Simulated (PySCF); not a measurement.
# [PbBr2]2+: other functionals and bases at one geometry

One table from this session's results is given with a row withheld; the runs are named, their logs left out.

The runs use PySCF 2.14.0; several levels, as the steps say, no spin–orbit coupling.

3 further runs of the same task are left out: 2 for a known fault of the program, 1 that didn't finish.

**The starting structure**

3 atoms, charge 2, spin multiplicity 1.

Bond lengths: Pb1–Br2 2.487 Å, Pb1–Br3 2.487 Å. Angles: Br2–Pb1–Br3 180.0°.

As a file:

```
Pb    0.0000    0.0000    0.0000
Br    0.0000    0.0000    2.4869
Br    0.0000    0.0000   -2.4869
```

Formal oxidation states: Pb +4. An earlier session relaxed this geometry at TPSS, Pb def2-SVP with ECP60, Br def2-SVP (singlet, point group D∞h).

At TPSS on the finer grid: E = -5339.545679 Eh, HOMO -18.81 eV, LUMO -17.67 eV, Mulliken charge on Pb1 +1.25 e, largest force component 0.014 eV/Å. 

Levels to run: BP86; PBE; r2SCAN; revPBE; TPSS, TZVP; TPSS, x2c-SVP. Hardware: 2 threads of Arm Neoverse V1, shared host.

Set-up of the first run:

run.py (the lines that set the calculation)

```python
mol = gto.M(atom='''
Pb     0.00000     0.00000     0.00000
Br     0.00000     0.00000     2.48694
Br     0.00000     0.00000    -2.48694''',
    basis={'Pb': 'def2-SVP', 'Br': 'def2-SVP'},
    ecp={'Pb': 'def2-SVP'},
    charge=2, spin=0)
mf = dft.RKS(mol, xc='B88,P86')
mf.grids.atom_grid = (75, 302)
mf = mf.density_fit()  # fitting sets: Pb def2-universal-JKFIT, Br def2-universal-JKFIT
mf.conv_tol = 1e-08; mf.max_cycle = 55
mf.kernel(dm0)  # dm0: the density of the relaxed state
```

Command:

```sh
OMP_NUM_THREADS=2 python run.py
```

Steps of the session up to this table: BP86; PBE; r2SCAN; revPBE; TPSS, TZVP; TPSS, x2c-SVP.

One table of the session follows, with a row left open; its other results are not shown here.

| level | HOMO (eV) | gap (eV) | charge on Pb1 (e) | largest force component (eV/Å) |
| --- | --- | --- | --- | --- |
| TPSS (relaxed here) | -18.81 | 1.15 | 1.25 | 0.01 |
| BP86 | ? | ? | ? | ? |
| PBE | -18.70 | 1.01 | 1.20 | 0.05 |
| r2SCAN | -19.06 | 1.28 | 1.28 | 0.23 |
| revPBE | -18.63 | 1.03 | 1.22 | 0.20 |
| TPSS, TZVP | -18.67 | 1.26 | 1.35 | 0.53 |
| TPSS, x2c-SVP | -18.78 | 1.13 | 1.30 | 0.32 |

Estimate the missing values for BP86.

**Answer.** HOMO (eV): -18.82; gap (eV): 0.98; charge on Pb1 (e): 1.20; largest force component (eV/Å): 0.10. In the column «HOMO (eV)» it lies between r2SCAN (-19.06) and TPSS (relaxed here) (-18.81).

In one basis the gap runs from 0.98 eV (BP86) to 1.28 eV (r2SCAN). The largest leftover force, 0.53 eV/Å with TPSS, TZVP, stands at a geometry relaxed at another level. Total energies of different levels can't be compared.
